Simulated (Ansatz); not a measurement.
# C3H6AuN: one species, many methods

Aim: compute C3H6AuN with functionals from several rungs and with coupled cluster, and see how far each lands from CCSD(T) at the basis-set limit for the atomisation energy.

Program: Ansatz 0.2.0, Gaussian basis. Level of theory: functionals in def2-TZVPP, the program's frozen cores in correlated methods. These are calculated values, not measurements.

Plan: LDA (SPW92), PBE-D4, revPBE-D4, BLYP-D4, r2SCAN-D4, B97M-V, PBE0-D4, B3LYP-D4, r2SCANh-D4, r2SCAN0-D4, HSE06-D4, BHLYP-D4, CAM-B3LYP-D4, LC-ωPBE, ωB97X-V, ωB97M-V, B2PLYP, PBE-QIDH; CCSD(T)/def2-SVP; CCSD(T)/def2-TZVPP; MP2/def2-QZVPP; extrapolation to the limit; RPA on PBE.

2 further runs of the same task are left out: 2 for a known fault of the program.

## 1. Structure used throughout

An earlier PBE0-D4 in a triple-zeta def2 set relaxation fixed the geometry. Au takes the def2 core potential; no spin-orbit term is included.

SMILES `CC#[N+][Au-][CH3]`, 11 atoms, charge 0, spin multiplicity 1.

Atoms are counted from 1 here; the program's logs count them from 0.

Bond lengths: C1–C2 1.444 Å, C1–H6 1.091 Å, C1–H7 1.091 Å, C1–H8 1.091 Å, C2–N3 1.145 Å, N3–Au4 2.050 Å, Au4–C5 2.019 Å, C5–H9 1.094 Å, C5–H10 1.094 Å, C5–H11 1.094 Å. Angles: C2–C1–H6 109.9°, C2–C1–H7 109.9°, C2–C1–H8 109.9°, H6–C1–H7 109.1°, H6–C1–H8 109.1°, H7–C1–H8 109.1°, C1–C2–N3 180.0°, C2–N3–Au4 179.9°, N3–Au4–C5 180.0°, Au4–C5–H9 110.8°, Au4–C5–H10 110.7°, Au4–C5–H11 110.8°, H9–C5–H10 108.2°, H9–C5–H11 108.2°, H10–C5–H11 108.1°.

## 2. LDA

This LDA is Slater exchange with PW92 correlation.

in.yaml reads:

```yaml
crystal:
  periodic: [false, false, false]
  atoms:
    - {symbol: C, position_ang: [0.284931, -1.065053, 3.019363]}
    - {symbol: C, position_ang: [0.157871, -0.585698, 1.663001]}
    - {symbol: N, position_ang: [0.057011, -0.205675, 0.587209]}
    - {symbol: Au, position_ang: [-0.125765, 0.472573, -1.338239]}
    - {symbol: C, position_ang: [-0.305646, 1.140741, -3.235483]}
    - {symbol: H, position_ang: [1.263807, -1.526514, 3.159409]}
    - {symbol: H, position_ang: [0.179347, -0.233527, 3.718044]}
    - {symbol: H, position_ang: [-0.490708, -1.804391, 3.225521]}
    - {symbol: H, position_ang: [0.527817, 0.790522, -3.850977]}
    - {symbol: H, position_ang: [-0.312871, 2.234031, -3.261929]}
    - {symbol: H, position_ang: [-1.235795, 0.783003, -3.685918]}
basis:
  gaussian: {orbitals: def2-TZVPP}
hamiltonian: {xc: lda}
output: {orbitals: {seedname: orbitals}}
```

Command:

```bash
ansatz run in.yaml --threads 4 --pin off --events-out ev --progress --plain --max-ram 10444MiB
```

After this run come: PBE-D4 (GGA); revPBE-D4 (GGA); BLYP-D4 (GGA); r2SCAN-D4 (meta-GGA); B97M-V (meta-GGA); PBE0-D4 (hybrid); B3LYP-D4 (hybrid); r2SCANh-D4 (hybrid); r2SCAN0-D4 (hybrid); HSE06-D4 (hybrid); BHLYP-D4 (hybrid); CAM-B3LYP-D4 (range-separated); LC-ωPBE (range-separated); ωB97X-V (range-separated); ωB97M-V (range-separated); B2PLYP (double hybrid); PBE-QIDH (double hybrid); CCSD(T) in def2-SVP; CCSD(T) in def2-TZVPP; MP2 in def2-QZVPP; RPA on PBE orbitals.

**Question.** What will the summary of the whole plan be? Wanted: atomisation energy, CCSD(T)/CBS; farthest beyond LDA; mean size of error, GGA; mean size of error, meta-GGA; mean size of error, hybrid; mean size of error, range-separated; mean size of error, double hybrid; gap, smallest and largest; T1 diagnostic.

The runs gave:

| quantity | value |
| --- | --- |
| atomisation energy, CCSD(T)/CBS | 4242.4 kJ/mol |
| functionals within 21.2 kJ/mol (0.5 %) | revPBE-D4, BLYP-D4, r2SCAN-D4, PBE0-D4, B3LYP-D4, HSE06-D4, CAM-B3LYP-D4 |
| farthest beyond LDA | BHLYP-D4 (-174.6 kJ/mol) |
| mean size of error, GGA | 41.9 kJ/mol |
| mean size of error, meta-GGA | 15.5 kJ/mol |
| mean size of error, hybrid | 52.8 kJ/mol |
| mean size of error, range-separated | 22.3 kJ/mol |
| mean size of error, double hybrid | 38.4 kJ/mol |
| gap, smallest and largest | 3.97 eV (BLYP-D4), 10.42 eV (LC-ωPBE) |
| T1 diagnostic | 0.0140 |
| triples share of the correlation energy | 4.1 % |

The LDA atomisation energy is off by 638.5 kJ/mol (15 %): it overbinds. PBE-D4 is off by +110.4 kJ/mol. Double hybrids carry the basis error of their MP2 part in triple zeta, and no dispersion term here, so their miss is partly the set-up's. By mean error the best rung here is meta-GGA (15.5 kJ/mol) and the worst beyond LDA is hybrid (52.8 kJ/mol). The gap between the best rungs is small, so their order is not settled. The mean of the hybrids holds BHLYP, with half exact exchange. Misses under about 21.2 kJ/mol are within the doubt on the reference itself, which lacks core-valence correlation, spin-orbit coupling and higher excitations. All levels share the lack of spin-orbit coupling, which lowers the free heavy atoms and so the true binding. Hartree-Fock recovers 70 % of the binding; the rest is correlation. CCSD(T) in def2-SVP is off by -216.3 kJ/mol, so the small basis spoils what the method gains. The gap grows from 4.0 to 10.4 eV across the functionals, mostly with the share of exact exchange. Correlated methods include outer-core shells of Au, which these sets cover unevenly.
